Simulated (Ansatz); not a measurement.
**C2H5InO: small, medium and large basis sets**

One table from this session's results is given with a row withheld; the runs are named, their logs left out.

Method: one geometry, several basis sets; program: Ansatz 0.2.0, Gaussian basis.

Plan: PBE0-D4/def2-SVP; ωB97M-V/def2-SVP; PBE0-D4/def2-QZVPP; ωB97M-V/def2-QZVPP; the functionals' def2-TZVPP values are taken from earlier runs.

1 further run of the same task is left out (for a known fault of the program).

**The relaxed structure**

All runs share one geometry, relaxed beforehand with PBE0-D4 in a triple-zeta def2 set. In takes the def2 core potential; no spin-orbit term is included.

SMILES `C[C](=O)[InH2]`, 9 atoms, charge 0, spin multiplicity 1.

Atoms are counted from 1 here; the program's logs count them from 0.

Bond lengths: C1–C2 1.499 Å, C1–H5 1.093 Å, C1–H6 1.095 Å, C1–H7 1.095 Å, C2–O3 1.209 Å, C2–In4 2.211 Å, In4–H8 1.725 Å, In4–H9 1.725 Å. Angles: C2–C1–H5 111.2°, C2–C1–H6 109.2°, C2–C1–H7 109.1°, H5–C1–H6 110.2°, H5–C1–H7 110.2°, H6–C1–H7 106.8°, C1–C2–O3 122.1°, C1–C2–In4 127.4°, O3–C2–In4 110.5°, C2–In4–H8 118.8°, C2–In4–H9 118.8°, H8–In4–H9 121.5°.

The first run:

File in.yaml:

```yaml
crystal:
  periodic: [false, false, false]
  atoms:
    - {symbol: C, position_ang: [0.344366, 1.187981, -0.839107]}
    - {symbol: C, position_ang: [0.606971, -0.087086, -0.096193]}
    - {symbol: O, position_ang: [1.705829, -0.590261, -0.051569]}
    - {symbol: In, position_ang: [-0.847814, -1.304767, 1.038770]}
    - {symbol: H, position_ang: [1.255318, 1.565495, -1.309789]}
    - {symbol: H, position_ang: [-0.427239, 1.011083, -1.595074]}
    - {symbol: H, position_ang: [-0.058668, 1.931615, -0.144251]}
    - {symbol: H, position_ang: [-1.599822, -2.644660, 0.254646]}
    - {symbol: H, position_ang: [-0.978940, -1.069402, 2.742578]}
basis:
  gaussian: {orbitals: def2-SVP}
hamiltonian: {xc: pbe0, dispersion: d4}
output: {orbitals: {seedname: orbitals}}
```

Run with:

```bash
ansatz run in.yaml --threads 2 --pin off --events-out ev --progress --plain --max-ram 4352MiB
```

Steps of the session up to this table: PBE0-D4 in def2-SVP; ωB97M-V in def2-SVP; PBE0-D4 in def2-QZVPP; ωB97M-V in def2-QZVPP.

One of the session's tables, all rows but one given; the rest of the session is left out.

It belongs to the step «Density functionals: the series». 

| functional | basis | HOMO (eV) | LUMO (eV) |
| --- | --- | --- | --- |
| PBE0-D4 | def2-SVP | -6.18 | -1.69 |
| PBE0-D4 | def2-TZVPP | ? | ? |
| PBE0-D4 | def2-QZVPP | -6.29 | -1.79 |
| ωB97M-V | def2-SVP | -8.30 | -0.13 |
| ωB97M-V | def2-TZVPP | -8.42 | -0.31 |
| ωB97M-V | def2-QZVPP | -8.45 | -0.36 |

Q: Estimate the row for PBE0-D4, def2-TZVPP from the others.

The run gave: HOMO (eV): -6.26; LUMO (eV): -1.77. In the column «HOMO (eV)» it lies between PBE0-D4, def2-QZVPP (-6.29) and PBE0-D4, def2-SVP (-6.18).
